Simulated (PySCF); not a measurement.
# C₆H₁₁F: electronic excitations

Aim: predict the electronic excitations of C₆H₁₁F (`C=CCC[C@@H](C)F`).

Computed with PySCF 2.14.0, with density-fitted response routines of our own, on a single molecule in the gas phase. Atoms count from 0, in the outputs and in this text.

### Step 1. The molecule as given

18 atoms, charge 0, multiplicity 1; geometry from: GFN2-xTB.

Bonds of the start (Å): C0–C1 1.32, C1–C2 1.49, C2–C3 1.53, C3–C4 1.53, C4–C5 1.52, C4–F6 1.39, C0–H7 1.08, C0–H8 1.08, C1–H9 1.08, C2–H10 1.09, C2–H11 1.09, C3–H12 1.09, C3–H13 1.09, C4–H14 1.10, C5–H15 1.09, C5–H16 1.09, C5–H17 1.09.

### Step 2. TDDFT and polarisability: PBE0/def2-SVPD

Job settings and geometry (Å):

```
{"job": {"kind": "uv", "xc": "PBE0", "basis": "def2-SVPD", "nstates": 8, "ntriplets": 3}, "charge": 0, "multiplicity": 1}
C     -3.220578     0.058949    -0.416042
C     -2.021808     0.001324    -0.964004
C     -0.809986     0.692748    -0.427535
C      0.285882    -0.318947    -0.076587
C      1.541730     0.353612     0.468265
C      2.607118    -0.647202     0.888586
F      2.073252     1.172076    -0.517414
H     -4.065751    -0.460617    -0.834433
H     -3.410531     0.637301     0.473783
H     -1.858725    -0.587482    -1.857725
H     -0.419536     1.380110    -1.182826
H     -1.074339     1.273102     0.458674
H      0.554027    -0.887616    -0.969414
H     -0.085685    -1.015751     0.676335
H      1.291384     1.027492     1.298785
H      2.237355    -1.257499     1.706974
H      3.503465    -0.123973     1.211855
H      2.863968    -1.291310     0.051066
```

Method: TDDFT PBE0/def2-SVPD, vertical, gas phase, core orbitals frozen in the response.

Launch:

```sh
$ OMP_NUM_THREADS=1 python probes_run.py task.json out
```

One launch serves the whole session: the jobs run in the order shown.

Predict these results of the whole session: lowest singlet (PBE0/def2-SVPD); brightest single state of those computed; lowest triplet.

As calculated:

```
                                quantity                        value
         lowest singlet (PBE0/def2-SVPD)  7.26 eV (171 nm), f = 0.034
brightest single state of those computed  state 2, 7.49 eV, f = 0.483
                          lowest triplet                      4.47 eV
```

What this shows: The first singlet state (HOMO→LUMO+1 0.67, HOMO→LUMO+2 0.21) lies at 7.26 eV and is weak; of the 8 states computed, the strongest absorption comes from state 2 at 7.49 eV. The lowest triplet lies 2.78 eV below the lowest singlet (triplets in Tamm-Dancoff, singlets in full TDDFT). States above −ε(HOMO) lie where TDDFT describes them poorly and they hang on the basis; the brightest is among them.
